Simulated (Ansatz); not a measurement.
# C6H17FO2SiSn: how energies converge with the basis set

The task here is to estimate one member of a computed series from the others.

Method: one geometry, several basis sets; program: Ansatz 0.2.0, Gaussian basis.

Levels to be run: PBE0-D4/def2-SVP; ωB97M-V/def2-SVP; PBE0-D4/def2-QZVPP; ωB97M-V/def2-QZVPP; the functionals' def2-TZVPP values are taken from earlier runs.

1 further run of the same task is left out (for a known fault of the program).

## Structure used throughout

All runs share one geometry, relaxed beforehand with PBE0-D4 in a triple-zeta def2 set. Sn takes the def2 core potential; no spin-orbit term is included.

SMILES `C[O][Sn]([F])([CH2][Si](C)(C)C)[O]C`, 28 atoms, charge 0, spin multiplicity 1.

Atoms are counted from 1 here; the program's logs count them from 0.

Bond lengths: C1–O2 1.410 Å, C1–H12 1.094 Å, C1–H13 1.096 Å, C1–H14 1.097 Å, O2–Sn3 1.950 Å, Sn3–F4 1.928 Å, Sn3–C5 2.100 Å, Sn3–O10 1.950 Å, C5–Si6 1.892 Å, C5–H15 1.093 Å, C5–H16 1.093 Å, Si6–C7 1.869 Å, Si6–C8 1.869 Å, Si6–C9 1.873 Å, C7–H17 1.093 Å, C7–H18 1.093 Å, C7–H19 1.094 Å, C8–H20 1.094 Å and more. Angles: O2–C1–H12 108.0°, O2–C1–H13 112.5°, O2–C1–H14 111.8°, H12–C1–H13 108.0°, H12–C1–H14 107.9°, H13–C1–H14 108.4°, C1–O2–Sn3 121.8°, O2–Sn3–F4 103.2°, O2–Sn3–C5 112.0°, O2–Sn3–O10 110.4°, F4–Sn3–C5 115.3°, F4–Sn3–O10 102.9°, C5–Sn3–O10 112.3°, Sn3–C5–Si6 113.7°, Sn3–C5–H15 106.0°, Sn3–C5–H16 106.2°, Si6–C5–H15 111.2°, Si6–C5–H16 111.3° and more.

The first run:

Contents of in.yaml:

```yaml
crystal:
  periodic: [false, false, false]
  atoms:
    - {symbol: C, position_ang: [-0.633073, -1.360453, -3.335491]}
    - {symbol: O, position_ang: [-0.859911, -0.947596, -2.006660]}
    - {symbol: Sn, position_ang: [0.384806, -1.380405, -0.569973]}
    - {symbol: F, position_ang: [0.804401, -3.233234, -0.896372]}
    - {symbol: C, position_ang: [-0.421502, -0.962627, 1.323167]}
    - {symbol: Si, position_ang: [-0.740951, 0.877682, 1.623311]}
    - {symbol: C, position_ang: [-1.943062, 1.491859, 0.330178]}
    - {symbol: C, position_ang: [0.886262, 1.790530, 1.516219]}
    - {symbol: C, position_ang: [-1.479156, 1.058191, 3.334725]}
    - {symbol: O, position_ang: [2.095178, -0.489544, -0.859719]}
    - {symbol: C, position_ang: [2.950734, -0.848991, -1.921384]}
    - {symbol: H, position_ang: [-1.563028, -1.226584, -3.895230]}
    - {symbol: H, position_ang: [-0.344798, -2.415582, -3.403395]}
    - {symbol: H, position_ang: [0.143617, -0.757298, -3.821740]}
    - {symbol: H, position_ang: [-1.346500, -1.541480, 1.391853]}
    - {symbol: H, position_ang: [0.285557, -1.366972, 2.052465]}
    - {symbol: H, position_ang: [-2.123474, 2.563403, 0.451781]}
    - {symbol: H, position_ang: [-2.905462, 0.979859, 0.415127]}
    - {symbol: H, position_ang: [-1.573707, 1.323206, -0.685155]}
    - {symbol: H, position_ang: [1.382359, 1.625492, 0.555754]}
    - {symbol: H, position_ang: [1.573119, 1.459759, 2.300156]}
    - {symbol: H, position_ang: [0.732531, 2.865946, 1.640282]}
    - {symbol: H, position_ang: [-1.682446, 2.109290, 3.558038]}
    - {symbol: H, position_ang: [-2.421580, 0.511099, 3.420679]}
    - {symbol: H, position_ang: [-0.798860, 0.680248, 4.102344]}
    - {symbol: H, position_ang: [3.068762, -1.934310, -2.015573]}
    - {symbol: H, position_ang: [3.935572, -0.416287, -1.724053]}
    - {symbol: H, position_ang: [2.594623, -0.455180, -2.881344]}
basis:
  gaussian: {orbitals: def2-SVP}
hamiltonian: {xc: pbe0, dispersion: d4}
output: {orbitals: {seedname: orbitals}}
```

The run is started by

```
$ ansatz run in.yaml --threads 11 --pin off --events-out ev --progress --plain --max-ram 166912MiB --backend cpu
```

Steps of the session up to this table: PBE0-D4 in def2-SVP; ωB97M-V in def2-SVP; PBE0-D4 in def2-QZVPP; ωB97M-V in def2-QZVPP.

One of the session's tables, all rows but one given; the rest of the session is left out.

```
functional       basis  HOMO (eV)
   PBE0-D4    def2-SVP      -7.55
   PBE0-D4  def2-TZVPP      -7.69
   PBE0-D4  def2-QZVPP      -7.72
   ωB97M-V    def2-SVP      -9.94
   ωB97M-V  def2-TZVPP     -10.10
   ωB97M-V  def2-QZVPP          ?
```

Q: Estimate the row for ωB97M-V, def2-QZVPP from the others.

**Answer.** HOMO (eV): -10.12. In the column «HOMO (eV)» it is the lowest.
